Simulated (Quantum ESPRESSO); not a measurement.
A calculation with Quantum ESPRESSO 7.5 of Na3Be2Ag (ASE script, structure from a P1 CIF):

File run.py:

```python
import numpy as np
from ase.calculators.espresso import Espresso, EspressoProfile
from ase.io import read

atoms = read('Na3Be2Ag.cif')

input_data = {
    'control': {'calculation': 'scf', 'prefix': 'pwscf', 'outdir': './tmp', 'tprnfor': True, 'tstress': True, 'disk_io': 'nowf'},
    'system': {'ecutwfc': 60.0, 'ecutrho': 440.0, 'nbnd': 37, 'occupations': 'smearing', 'smearing': 'fd', 'degauss': 0.00367493},
    'electrons': {'conv_thr': 1.2e-09, 'electron_maxstep': 120, 'mixing_beta': 0.5},
}
pseudopotentials = {'Na': 'na_pbe_v1.5.uspp.F.UPF', 'Ag': 'Ag_ONCV_PBE-1.0.oncvpsp.upf', 'Be': 'be_pbe_v1.4.uspp.F.UPF'}
profile = EspressoProfile(command='pw.x', pseudo_dir='pseudo')
dft = Espresso(profile=profile, input_data=input_data, pseudopotentials=pseudopotentials, kpts=(6, 6, 8), koffset=(0, 0, 0))
atoms.calc = dft

print(f'energy {atoms.get_potential_energy():.8f} eV')
print('forces (eV/A)')
print(np.round(atoms.get_forces(), 6))
print('stress (eV/A^3, Voigt)')
print(np.round(atoms.get_stress(), 8))
print(f'Fermi level {dft.get_fermi_level():.4f} eV')
```

Na3Be2Ag.cif

```cif
data_Na3Be2Ag
_cell_length_a 5.67114191
_cell_length_b 5.67114191
_cell_length_c 3.28605131
_cell_angle_alpha 90.17542898
_cell_angle_beta 90.17542898
_cell_angle_gamma 119.83744610
_space_group_name_H-M_alt 'P1'
_space_group_name_Hall 'P 1'
_space_group_IT_number 1
loop_
_space_group_symop_operation_xyz
'x,y,z'
loop_
_atom_site_label
_atom_site_type_symbol
_atom_site_symmetry_multiplicity
_atom_site_Wyckoff_symbol
_atom_site_fract_x
_atom_site_fract_y
_atom_site_fract_z
_atom_site_occupancy
Na1 Na 1 a 0.5000000000 0.5000000000 0.5000000000 1
Na2 Na 1 a 0.0000000000 0.5000000000 0.5000000000 1
Na3 Na 1 a 0.5000000000 0.0000000000 0.5000000000 1
Be1 Be 1 a 0.6639999900 0.3360000100 0.0000000000 1
Be2 Be 1 a 0.3360000100 0.6639999900 0.0000000000 1
Ag1 Ag 1 a 0.0000000000 0.0000000000 0.0000000000 1
```

Potentials or basis: SSSP 1.3 efficiency PBE.

Launch:

```console
$ OMP_NUM_THREADS=1 python run.py
```

The cell was built by a generator and needn't be a form met in nature.

Question: Write the same calculation in another form: native input, structure typed inline.

Answer: As run:

Contents of pw.in:

```
&CONTROL
  calculation = 'scf'
  prefix = 'pwscf'
  outdir = './tmp'
  pseudo_dir = './pseudo'
  tprnfor = .true.
  tstress = .true.
  disk_io = 'nowf'
/
&SYSTEM
  ibrav = 0
  nat = 6
  ntyp = 3
  ecutwfc = 60
  ecutrho = 440
  nbnd = 37
  occupations = 'smearing'
  smearing = 'fd'
  degauss = 0.00367493
/
&ELECTRONS
  conv_thr = 1.2d-09
  electron_maxstep = 120
  mixing_beta = 0.5
/
ATOMIC_SPECIES
Na    22.9898 na_pbe_v1.5.uspp.F.UPF
Be     9.0122 be_pbe_v1.4.uspp.F.UPF
Ag   107.8682 Ag_ONCV_PBE-1.0.oncvpsp.upf
CELL_PARAMETERS angstrom
   2.8425351000   -4.9073256200    0.0000000000
   2.8425351000    4.9073256200    0.0000000000
  -0.0200732200    0.0000000000    3.2859900000
ATOMIC_POSITIONS crystal
Na     0.5000000000    0.5000000000    0.5000000000
Na     0.0000000000    0.5000000000    0.5000000000
Na     0.5000000000    0.0000000000    0.5000000000
Be     0.6639999900    0.3360000100    0.0000000000
Be     0.3360000100    0.6639999900    0.0000000000
Ag     0.0000000000    0.0000000000    0.0000000000
K_POINTS automatic
6 6 8 0 0 0
```

Potentials or basis: SSSP 1.3 efficiency PBE.

Launch:

```console
$ OMP_NUM_THREADS=1 pw.x -in pw.in > pw.out
```

Both were run:

|  | ASE script, structure from a P1 CIF | native input, structure typed inline |
| --- | --- | --- |
| Pressure | 21.7 GPa | 21.7 GPa |
| Largest force | 0.035 eV/Å | 0.035 eV/Å |
| Band gap on the k mesh | none (metal or under the smearing width) | none (metal or under the smearing width) |

Keys that steer only the numerical path or the files written may differ.

Caveat: so large a pressure means that the cell lies far from this level's equilibrium, or that cutoff or potentials fall short.
